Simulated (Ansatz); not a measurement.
TaTc, space group Pm-3m, cell relaxations under several functionals

Program: Ansatz 0.2.0, Python API.

Interactive session:
```pycon
>>> import ansatz as az
>>> from ase import Atoms
>>> import numpy as np
>>> SETTINGS = {
...     "k_length": 29,
...     "occupations": "Gaussian",
...     "sigma": 0.05,
... }
>>> def edges_and_angles(cell):
...     cell = np.asarray(cell)
...     a, b, c = np.linalg.norm(cell, axis=1)
...     cosines = cell[1] @ cell[2] / (b * c), cell[0] @ cell[2] / (a * c), cell[0] @ cell[1] / (a * b)
...     return (a, b, c, *np.degrees(np.arccos(cosines)))
...
>>> atoms = Atoms(
...     ["Ta", "Tc"],
...     scaled_positions=[
...         (0.0, 0.0, 0.0),
...         (0.5, 0.5, 0.5),
...     ],
...     cell=[
...         (3.172, 0.0, 0.0),
...         (0.0, 3.172, 0.0),
...         (0.0, 0.0, 3.172),
...     ],
...     pbc=True,
... )
>>> structure = az.Crystal.from_ase(atoms)
>>> structure.resolved().sites[-1]
Site(symbol='Tc', position=(0.5, 0.5, 0.5), moment=None, axis=None, held=None, saved=None)
>>> job = (
...     structure.calculation()
...     .basis(48 * az.Ry)
...     .kpoints(length=SETTINGS["k_length"])
...     .occupations(SETTINGS["occupations"], width=SETTINGS["sigma"])
...     .relax(cell=True, max_steps=100)
... )
>>> levels = [("pbesol", "none"), ("blyp", "d3bj"), ("pbesol", "d3bj")]
>>> print("level            a       b       c    alpha   beta  gamma  V/atom  steps")
level            a       b       c    alpha   beta  gamma  V/atom  steps
>>> for name, dispersion in levels:
...     seen = []
...     run = job.functional(name, dispersion=dispersion).session().plan()
...     res = run.execute(on_event=lambda e: seen.append(e) if e["event"] == "relax_step" else None)
...     cell = res.lattice.cell_ang
...     label = name if dispersion == "none" else f"{name}+{dispersion}"
...     print("{:13s} {:7.4f} {:7.4f} {:7.4f} {:6.2f} {:6.2f} {:6.2f}".format(label, *edges_and_angles(cell)), f"{abs(np.linalg.det(cell)) / len(res.lattice.sites):7.3f} {len(seen):5d}")
...
pbesol         3.1516  3.1516  3.1516  90.00  90.00  90.00  15.652     5
blyp+d3bj      3.1530  3.1530  3.1530  90.00  90.00  90.00  15.673     5
pbesol+d3bj    3.1243  3.1243  3.1243  90.00  90.00  90.00  15.248     6
```

From smallest to largest: PBEsol+D3BJ (15.25 Å³ an atom, -4.4 % against the start), PBEsol (15.65 Å³ an atom, -1.9 % against the start) and BLYP+D3BJ (15.67 Å³ an atom, -1.8 % against the start). The spread is 2.8 % in volume.

Notes:
- The run is spin-unpolarised.
- Forces vanish by symmetry, so the ions can't move, and the end may be a saddle.
- BLYP and dispersion corrections can be off by several per cent in the lattices of metals, and by several GPa in the pressure at a fixed cell.
- For a metal this k-point mesh is coarse: on a finer one energies can move by several to tens of meV an atom and pressures by half a GPa or more, differences at one mesh by less.
- Spin-orbit coupling, which matters for elements this heavy, is left out.
- The structure is a deposited one; some such entries were measured under pressure or heat, so a shift against it needn't be the functional's error alone.
- Run time: 36 s on 1 thread of Arm Neoverse V1, with other jobs on the host, peak memory 0.45 GiB.
